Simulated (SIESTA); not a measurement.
CsLiCr2Te2S3:

```
Cs Li Cr Te S
1.0
     3.31929    1.91639    6.87982
    -3.31929    1.91639    6.87982
     0.00000   -3.83279    6.87982
Cs Li Cr Te S
1 1 2 2 3
Cartesian
  0.0000 0.0000 0.0000
  0.0000 0.0000 10.3197
  0.0000 0.0000 16.4802
  0.0000 0.0000 4.1593
  0.0000 0.0000 14.0328
  0.0000 0.0000 6.6067
  -2.4147 0.0000 10.3197
  1.2074 -2.0912 10.3197
  1.2074 2.0912 10.3197
```

The cell was built by a generator and needn't be a form met in nature.

Base run:

* Program: SIESTA 5.4.2
* Functional: PBE
* Potentials or basis: PseudoDojo 0.4 standard (PBE files)
* Basis: DZP (energy shift 0.003 Ry; two zetas on semicore shells; d shell added on Cs)
* Grid cutoff: 800 Ry
* Energy shift: 0.003 Ry
* k mesh: 5 × 5 × 5
* Occupations: fermi-dirac, width 0.05 eV
* Spin: collinear spin, ferromagnetic start
* Starting moments: [0.0, 0.0, 3.0, 3.0, 0.0, 0.0, 0.0, 0.0, 0.0] μB

Its results: band gap on the k mesh none (metal or under the smearing width); pressure 0.4 GPa; net moment 4.00 μB per cell; site moments Cs -0.07; Li -0.04; Cr +2.70; Te -0.49; S -0.11 μB; largest force 0.359 eV/Å.

**Question.** The run is repeated on the same cell with these changes: functional from PBE to LDA; potentials or basis from PseudoDojo 0.4 standard (PBE files) to PseudoDojo 0.4 standard (LDA files). What comes out?

**Answer.** Band gap on the k mesh none (metal or under the smearing width); pressure -3.5 GPa; net moment 4.00 μB per cell; site moments Cs -0.04; Li -0.02; Cr +2.47; Te -0.35; S -0.06 μB; largest force 0.408 eV/Å.

Caveats: the basis of atomic orbitals isn't converged, which shifts pressures, moduli and gaps; only a ferromagnetic start was run, and an antiferromagnetic order may lie lower in energy.

Not every run made on this cell is shown here.
